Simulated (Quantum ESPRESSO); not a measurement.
## PtS2: zone-centre phonons under several settings

```
Pt S
1.0
     3.54320    0.00000    0.00000
    -1.77160    3.06850    0.00000
     0.00000    0.00000    5.03880
Pt S
1 2
Direct
  0.00000 0.00000 0.00000
  0.33333 0.66667 0.25000
  0.66667 0.33333 0.75000
```

All runs used Quantum ESPRESSO 7.5; k mesh 4 × 4 × 2, shifted; given cell, atoms relaxed; no spin polarisation; occupations smeared at first, fixed for the response.

```tsv
level	potentials	cutoff (eV)	pressure (GPa)	lowest optical mode without the field (cm⁻¹)	highest optical mode without the field (cm⁻¹)	sum of the Born charges (e)
PBE	JTH 2.0 PBE	707	3.8	301	333	-0.26
PBE	GBRV 1.5 PBE	612	3.5	300	332	-0.22
PBE	SSSP 1.3 efficiency PBE	748	3.6	300	332	-0.22
PBE	SG15 PBE 1.2	952	3.9	300	333	-0.21
PBE	SPMS 1.0 PBE	952	3.7	300	332	-0.22
PBE	PseudoDojo 0.4.1 SR PBE standard	1143	3.7	300	331	-0.22
PBE	PseudoDojo 0.4 SR PBE stringent	1225	?	?	?	?
```

Question: What stands in the row left open?

Answer: Pressure 3.7 GPa; lowest optical mode without the field 300 cm⁻¹; highest optical mode without the field 332 cm⁻¹; sum of the Born charges -0.22 e.

Caveats: all runs use coarse meshes; the cell is more than 3 GPa from zero pressure, which shifts response properties.

For the row left open. Caveat: the k mesh is coarse (spacing up to 0.62 Å⁻¹), so the values aren't converged; the mesh is thin for the dielectric tensor, Born charges and intensities, which usually come out too large; the cell is more than 3 GPa from zero pressure, which shifts response properties; the Born charges break their sum rule by 0.22 e, a sign of too thin a mesh.

The runs don't all hold the same shells in valence.
